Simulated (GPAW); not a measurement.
Crystal: Ta3AsAu2O13.

```
Ta As Au O
1.0
     5.45204    0.00000    0.00000
    -2.72602    4.72161    0.00000
     0.00000    0.00000    9.57902
Ta As Au O
3 1 2 13
Direct
  0.00000 0.00000 0.19408
  0.00000 0.00000 0.80592
  0.66667 0.33333 0.00000
  0.00000 0.00000 0.50000
  0.33333 0.66667 0.27428
  0.33333 0.66667 0.72572
  0.00000 0.00000 0.00000
  0.23947 0.97129 0.36402
  0.02871 0.26818 0.36402
  0.73182 0.76053 0.36402
  0.23947 0.97129 0.63598
  0.02871 0.26818 0.63598
  0.73182 0.76053 0.63598
  0.38452 0.33425 0.85844
  0.66575 0.05027 0.85844
  0.94973 0.61548 0.85844
  0.38452 0.33425 0.14156
  0.66575 0.05027 0.14156
  0.94973 0.61548 0.14156
```

The cell was built by a generator and needn't be a form met in nature.

Base run:

| Property | Result |
| --- | --- |
| Program | GPAW 26.7.0 |
| Functional | PBE |
| Potentials or basis | GPAW PAW data sets (gpaw-data 1.2.1) |
| Cutoff | 800 eV |
| Basis | pw |
| k mesh | 4 × 4 × 2 |
| Occupations | fermi-dirac, width 0.05 eV |
| Spin | no spin polarisation |

Its results: pressure 1.3 GPa; largest force 0.394 eV/Å.

Problem. The run is repeated on the same cell with these changes: functional from PBE to r2SCAN. What comes out?

Solution. Pressure -4.8 GPa; largest force 0.288 eV/Å.

Caveats: with this Au data set, volumes or pressures lay over 1.5 % or 2 GPa off other programs in two to four cells of ten; the PAW data sets were made with another functional, which shifts forces and pressure a little (some runs).
